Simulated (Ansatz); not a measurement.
# B: the cost of one run

Program: Ansatz 0.2.0. Level of theory: DFT PBE, scalar-relativistic, plane waves, PAW. These are calculated values, not measurements.

### Step 1. Starting point

Symmetry: P4/mmm, No. 123, tetragonal system. The conventional cell has a = 2.077 Å, b = 2.077 Å, c = 16.000 Å, α = 90.00°, β = 90.00°, γ = 90.00°. Around B (site symmetry 4mm) lie 1 B at 1.31 Å.

Structure file:

```
B
1.0
     2.07728    0.00000    0.00000
     0.00000    2.07728    0.00000
     0.00000    0.00000   16.00000
B
2
Cartesian
  0.0000 0.0000 8.6533
  0.0000 0.0000 7.3467
```

The cell is invented: random sheet by layer group and Wyckoff sites. Lengths come from tabulated atomic sizes and are only a guess.

Only a and b are periodic; c spans vacuum, so the box's volume, pressure and space group aren't properties of the sheet.

### Step 2. Probe: one point on a coarse mesh

Input file input.yaml:

```yaml
crystal:
  lattice:
    - [2.077284, 0.0, 0.0]
    - [0.0, 2.077284, 0.0]
    - [0.0, 0.0, 16.0]
  atoms:
    - { symbol: B, position: [0.0, 0.0, 0.54083357] }
    - { symbol: B, position: [0.0, 0.0, 0.45916643] }
  periodic: [true, true, false]
basis:
  ecutwfc: 420
kpoints:
  mp_grid: { grid: [8, 8, 1] }
hamiltonian:
  xc: pbe
scf:
  occupations: { method: gaussian, width: 0.1 }
  lower_state_search: "off"
output:
  forces: true
  stress: true
  eigenvalues: true
```

Started as:

```bash
ansatz run input.yaml --threads 1 --pin off --max-ram 2048MiB --backend cpu --events-out ev --progress --plain --runs-dir out
```

Q: Estimate wall time and peak memory on 1 thread of AMD EPYC 7R13 (Zen 3), shared host.

About 1.1 s, with a peak of 0.36 GiB.
